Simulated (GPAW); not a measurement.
# TiMoC2 (R-3m) in GPAW: reference runs

Reference runs on TiMoC2: the cell as given.

Program: GPAW 26.7.0. These are calculated values, not measurements. Logs are shortened: lines on timing, memory, paths and dates and some standing lists are left out, and cuts for length are marked. The log counts tension as positive stress, the text compression.

### Step 1. The structure

The structure is trigonal, space group R-3m (No. 166). The conventional cell has a = 3.064 Å, b = 3.064 Å, c = 15.170 Å, α = 90.00°, β = 90.00°, γ = 120.00°. Around Mo (site symmetry -3m) lie 6 C at 2.19 Å. Ti (site symmetry -3m) has 6 C at 2.16 Å as nearest neighbours. Around C (site symmetry 3m) lie 3 Ti at 2.16 Å and 3 Mo at 2.19 Å.

The cell comes from a database or a generator and needn't be the stable form of this composition.

### Step 2. Single point, PBEsol

run.py reads:

```python
from ase import Atoms
from ase.dft.bandgap import bandgap
from ase.io import write
from ase.units import GPa
from gpaw import GPAW, PW, setup_paths

setup_paths.insert(0, '.')

atoms = Atoms(['Mo', 'Ti', 'C', 'C'],
              cell=[[1.5320962146, 0.8845561619, 5.0567002039],
                    [-1.5320962146, 0.8845561619, 5.0567002039],
                    [0.0, -1.7691123239, 5.0567002039]],
              scaled_positions=[[0.5, 0.5, 0.5],
                                [0.0, 0.0, 0.0],
                                [0.25147, 0.25147, 0.25147],
                                [0.74853, 0.74853, 0.74853]],
              pbc=True)

calc = GPAW(mode=PW(800),
            xc='PBEsol',
            kpts={'size': (10, 10, 10), 'gamma': True},
            occupations={'name': 'fermi-dirac', 'width': 0.05},
            nbands=33,
            convergence={'density': 1e-05, 'energy': 1e-05},
            maxiter=150,
            txt='gpaw.txt')
atoms.calc = calc
energy = atoms.get_potential_energy()
forces = atoms.get_forces()
stress = atoms.get_stress()
calc.write('gs.gpw')
write('result.traj', atoms)
print(f'Energy: {energy:.6f} eV')
print('Forces (eV/A):')
print(forces.round(4))
print('Stress (GPa):', (stress / GPa).round(3))
print('Fermi level:', round(calc.get_fermi_level(), 4), 'eV')
print(f'Gap: {bandgap(calc)[0]:.4f} eV, direct: {bandgap(calc, direct=True)[0]:.4f} eV')
```

Potentials or basis: PAW data sets generated in the run's folder for this functional, pw.

Launch:

```
> gpaw-setup -f PBEsol C Mo Ti
> OMP_NUM_THREADS=1 python run.py
```

gpaw.txt:

```text
__  _  _
 | _ |_)|_||  |
 |__||  | ||/\| - 26.7.0

Input parameters:
  mode=PW(ecut=800.0),
  convergence={'density': 1e-05, 'energy': 1e-05},
  kpts=MonkhorstPack(size=(10, 10, 10), gamma=True),
  maxiter=150,
  nbands=33,
  occupations=Occupations(name='fermi-dirac', width=0.05),
  xc=XC(name='PBEsol')

Diagonalizing LCAO Hamiltonian
Converting LCAO to pw mode

       C

       Mo

       C

       Ti

Atoms  # Å, Bohr magnetons
|   | symbol |         x |         y |         z |    initial magnetic moments |
|---|--------|-----------|-----------|-----------|-----------------------------|
| 0 |     Mo |  0.000000 | -0.000000 |  7.585050 | ( 0.0000,  0.0000,  0.0000) |
| 1 |     Ti |  0.000000 |  0.000000 |  0.000000 | ( 0.0000,  0.0000,  0.0000) |
| 2 |      C | -0.000000 | -0.000000 |  3.814825 | ( 0.0000,  0.0000,  0.0000) |
| 3 |      C | -0.000000 | -0.000000 | 11.355275 | ( 0.0000,  0.0000,  0.0000) |

Unit cell  # Å
| periodic |         x |         y |        z |  lengths |    angles |
|----------|-----------|-----------|----------|----------|-----------|
|      yes |  1.532096 |  0.884556 | 5.056700 | 5.357236 | 33.235631 |
|      yes | -1.532096 |  0.884556 | 5.056700 | 5.357236 | 33.235631 |
|      yes |  0.000000 | -1.769112 | 5.056700 | 5.357236 | 33.235631 |

Number of symmetries: 12
Symmetry operations  # r_c * U_cc + t_c -> r_c
|    | kind |            matrix            |
|----|------|------------------------------|
|  0 |  E   |  1, 0, 0,  0, 1, 0,  0, 0, 1 |
|  1 |  σ   |  1, 0, 0,  0, 0, 1,  0, 1, 0 |
|  2 |  σ   |  0, 1, 0,  1, 0, 0,  0, 0, 1 |
|  3 |  C3  |  0, 1, 0,  0, 0, 1,  1, 0, 0 |
|  4 |  C3  |  0, 0, 1,  1, 0, 0,  0, 1, 0 |
|  5 |  σ   |  0, 0, 1,  0, 1, 0,  1, 0, 0 |
|  6 |  C2  |  0, 0,-1,  0,-1, 0, -1, 0, 0 |
|  7 |  S6  |  0, 0,-1, -1, 0, 0,  0,-1, 0 |
|  8 |  S6  |  0,-1, 0,  0, 0,-1, -1, 0, 0 |
|  9 |  C2  |  0,-1, 0, -1, 0, 0,  0, 0,-1 |
| 10 |  C2  | -1, 0, 0,  0, 0,-1,  0,-1, 0 |
| 11 |  i   | -1, 0, 0,  0,-1, 0,  0, 0,-1 |

BZ-sampling:
  Number of BZ points: 1000
  Number of IBZ points: 116

  Monkhorst-Pack size: [10, 10, 10]
  Monkhorst-Pack shift: [0.05, 0.05, 0.05]

K-points  # in reciprocal-cell coordinates
|     |                                coordinates |     weight |
|-----|--------------------------------------------|------------|
|   0 | (  0.00000000,   0.00000000,   0.00000000) | 0.00100000 |
|   1 | (  0.10000000,   0.00000000,  -0.10000000) | 0.00600000 |
|   2 | (  0.10000000,   0.00000000,   0.00000000) | 0.00600000 |
|   3 | (  0.10000000,   0.10000000,  -0.10000000) | 0.00600000 |
|   4 | (  0.10000000,   0.10000000,   0.00000000) | 0.00600000 |
|   5 | (  0.10000000,   0.10000000,   0.10000000) | 0.00200000 |
|   6 | (  0.20000000,  -0.10000000,  -0.10000000) | 0.00600000 |
|   7 | (  0.20000000,   0.00000000,  -0.20000000) | 0.00600000 |
|   8 | (  0.20000000,   0.00000000,  -0.10000000) | 0.01200000 |
|   9 | (  0.20000000,   0.00000000,   0.00000000) | 0.00600000 |
| ... |                                            |            |
| 115 | (  0.50000000,   0.50000000,   0.50000000) | 0.00100000 |

Plane wave coefficients: 2127
Cutoff: 800.0 eV

Spin-components: 1 (collinear spins)
Bands:           33
Projectors:      22
Spin-degeneracy: 2
Datatype:        complex128

Parallelization:
  kpt:    1
  domain: 1
  band:   1

Density:
  Valence electrons: 34.0
  Components: 1
  Grid points: [35 35 35]
  Charge: 0.0  # |e|

Potential:
  Grid points: [35 35 35]

species:
  Mo:
    name:    Molybdenum
    Z:       42.0
    valence: 14
    core:    28
    charge:  0.0  # [|e|]
    compensation charges:
      type: gauss
      rc: 0.38  # [Å]
      lmax: 2
    cutoffs:
      filter: 2.16  # [Å]
      core: 1.42  # [Å]
    projectors
    | kind |    occ | energy [eV] | rcut [Å] |
    |------|--------|-------------|----------|
    |   4s |  2.000 |     -64.262 |    1.238 |
    |   5s |  1.000 |      -4.116 |    1.238 |
    |   4p |  6.000 |     -38.461 |    1.296 |
    |   5p |  0.000 |      -1.012 |    1.296 |
    |   4d |  5.000 |      -3.770 |    1.296 |
    |    d |        |      23.442 |    1.296 |

    Using partial waves for Mo as LCAO basis

  Ti:
    name:    Titanium
    Z:       22.0
    valence: 12
    core:    10
    charge:  0.0  # [|e|]
    compensation charges:
      type: gauss
      rc: 0.38  # [Å]
      lmax: 2
    cutoffs:
      filter: 2.23  # [Å]
      core: 1.02  # [Å]
    projectors
    | kind |    occ | energy [eV] | rcut [Å] |
    |------|--------|-------------|----------|
    |   3s |  2.000 |     -62.441 |    1.270 |
    |   4s |  2.000 |      -4.477 |    1.270 |
    |   3p |  6.000 |     -38.776 |    1.058 |
    |   4p |  0.000 |      -1.449 |    1.058 |
    |   3d |  2.000 |      -4.275 |    1.058 |
    |    d |        |      22.937 |    1.058 |

    Using partial waves for Ti as LCAO basis

  C:
    name:    Carbon
    Z:       6.0
    valence: 4
    core:    2
    charge:  0.0  # [|e|]
    compensation charges:
      type: gauss
      rc: 0.20  # [Å]
      lmax: 2
    cutoffs:
      filter: 1.14  # [Å]
      core: 1.14  # [Å]
    projectors
    | kind |    occ | energy [eV] | rcut [Å] |
    |------|--------|-------------|----------|
    |   2s |  2.000 |     -13.648 |    0.635 |
    |   2p |  2.000 |      -5.232 |    0.635 |
    |    s |        |      13.563 |    0.635 |
    |    p |        |      21.979 |    0.635 |
    |    d |        |       0.000 |    0.635 |

    Using partial waves for C as LCAO basis

Reference energy: -135318.382812  # eV

eigensolver:
  PPCG
  Converge bands: occupied
  niter=2

density mixing:
  MSR1-Mixer
  Pratt-step length: 0.05
  Maximum mixing coefficient: 0.75
  Old densities: 10
  SVD Regularization: 0.005
  Good broyden scale: 1.0
  Trust region scale: 1.0
  Backstep threshold: 4.0
  History deletion threshold: 6.0
  Fourier metric: weight=20.0, sigma=0.015

occupation numbers:
  Fermi-Dirac:
    width: 0.0500  # eV

poisson solver:
  ecut: 6400.0  # eV

xc functional:
  name: PBEsol with 2 nearest neighbor stencil

convergence criteria:
[... 6 lines left out ...]
|iter     | |      energy | eigst |  dens |
|---------|-|-------------|-------|-------|
|iter:   1| |  -48.148053 | +0.36 |       |
|iter:   2| |  -45.266274 | -1.60 | -0.77 |
|iter:   3| |  -40.894676 | -0.72 | -0.85 |
|iter:   4| |  -40.687916 | -2.20 | -1.39 |
|iter:   5| |  -40.622319 | -2.95 | -1.61 |
|iter:   6| |  -40.638126 | -2.88 | -1.85 |
|iter:   7| |  -40.631748 | -3.74 | -2.28 |
|iter:   8| |  -40.631792 | -5.22 | -3.14 |
|iter:   9| |  -40.631798c| -6.58 | -3.71 |
|iter:  10| |  -40.631798c| -7.70c| -4.30 |
|iter:  11| |  -40.631798c| -7.96c| -5.10c|

Converged in 11 steps
Energy contributions relative to reference atoms: (reference = -135318.382812)

Energy contributions:
  Kinetic:           4.219714
  Coulomb:         -12.093788
  Zero:             -0.170545
  External:          0.000000
  Xc:              -32.582544
  Entropy:          -0.009273
  Spinorbit:         0.000000
  ----------------------------
  Free energy:     -40.636435
  Extrapolated:    -40.631798

dipole moment: (-0.000000, 0.000000, -48.579766)  # |e|*Ang

Fermi level: 12.361
Eigenvalues  # (at kpt = [0.000, 0.000, 0.000])
| band index |      eig [eV] | occ [0-2] |
|------------|---------------|-----------|
|          0 |       -49.470 |     2.000 |
|        ... |               |           |
|          8 |        -1.186 |     2.000 |
|          9 |         2.464 |     2.000 |
|         10 |         4.917 |     2.000 |
|         11 |         7.581 |     2.000 |
|         12 |         7.581 |     2.000 |
|         13 |        11.071 |     2.000 |
|         14 |        11.071 |     2.000 |
|         15 |        11.146 |     2.000 |
|         16 |        12.620 |     0.011 |
|         17 |        12.620 |     0.011 |
|         18 |        12.707 |     0.002 |
|         19 |        12.796 |     0.000 |
|         20 |        12.796 |     0.000 |
|         21 |        14.130 |     0.000 |
|         22 |        14.130 |     0.000 |
|         23 |        15.419 |     0.000 |
|        ... |               |           |
|         32 |        36.644 |     0.000 |

No gap
No difference between direct/indirect transitions

Forces  # eV/Ang
|        x |        y |        z |
|----------|----------|----------|
|  0.00000 |  0.00000 | -0.00000 |  # Mo   0
|  0.00000 |  0.00000 |  0.00000 |  # Ti   1
| -0.00000 |  0.00000 | -0.21268 |  # C    2
|  0.00000 | -0.00000 |  0.21268 |  # C    3

Stress tensor  # eV/Ang^3
|         x |         y |        z |
|-----------|-----------|----------|
|  0.060565 | -0.000000 | 0.000000 |
| -0.000000 |  0.060565 | 0.000000 |
|  0.000000 |  0.000000 | 0.057355 |

# Writing to gs.gpw (mode='')
```

It took 6.2 min on 1 thread of Arm Neoverse V2, shared host; peak memory 0.42 GiB.

What came out:

```
Free energy            : -40.6364 eV
Pressure               : -9.5 GPa
Largest force          : 0.213 eV/Å
Band gap on the k mesh : none (metal or under the smearing width)
```

Forces in eV/Å, atoms in the order of the input:
```
Mo   0.000  0.000  0.000
Ti   0.000  0.000  0.000
C    0.000  0.000 -0.213
C    0.000  0.000  0.213
```

Caveat: the program warned that so skewed a cell can give wrong results.
